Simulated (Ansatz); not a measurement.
The system is Ta3Cu.

```
Ta Cu
1.0
    -2.00651    2.00651    4.20817
     2.00651   -2.00651    4.20817
     2.00651    2.00651   -4.20817
Ta Cu
3 1
Direct
  0.50000 0.50000 0.00000
  0.25000 0.75000 0.50000
  0.75000 0.25000 0.50000
  0.00000 0.00000 0.00000
```

The cell comes from a database or a generator and needn't be the stable form of this composition.

| Property | Result |
| --- | --- |
| Program | Ansatz 0.2.0 |
| Task | relaxation of cell and atoms |
| Functional | PBEsol |
| Potentials or basis | Ansatz PAW |
| Cutoff | 420 eV (not typed: the program's choice for these potentials) |
| k mesh | 9 × 9 × 9 |
| Occupations | fermi-dirac, width 0.05 eV |
| Spin | no spin polarisation |

At the start: volume 16.94 Å³/atom.

Task: Where does the relaxation end?

Result: It ends after 5 steps and the volume is 16.37 Å³/atom (-3.4 %); space group I4/mmm (No. 139, to 0.05 Å).

The path:
```csv
step,energy change (eV),largest force (eV/Å),volume (Å³)
1,0.0000,0.0000,67.77
2,-0.0466,0.0000,65.73
3,-0.0473,0.0000,65.46
4,-0.0473,0.0000,65.47
5,-0.0465,0.0000,65.47
```

Final structure:
```cif
data_structure
_symmetry_space_group_name_H-M 'P 1'
_symmetry_Int_Tables_number 1
_cell_length_a 5.0070
_cell_length_b 5.0070
_cell_length_c 5.0070
_cell_angle_alpha 133.224
_cell_angle_beta 133.224
_cell_angle_gamma 68.302
_cell_volume 65.47
loop_
_atom_site_label
_atom_site_type_symbol
_atom_site_fract_x
_atom_site_fract_y
_atom_site_fract_z
_atom_site_occupancy
Ta1 Ta 0.50000 0.50000 0.00000 1
Ta2 Ta 0.25000 0.75000 0.50000 1
Ta3 Ta 0.75000 0.25000 0.50000 1
Cu1 Cu 0.00000 0.00000 0.00000 1
```

Caveat: the plane-wave basis is chosen anew once the cell has moved, so the energies of steps on either side of that aren't comparable; the PAW data sets come from PBE, with cores solved anew for the run's functional, which leaves a small shift of forces and pressure.
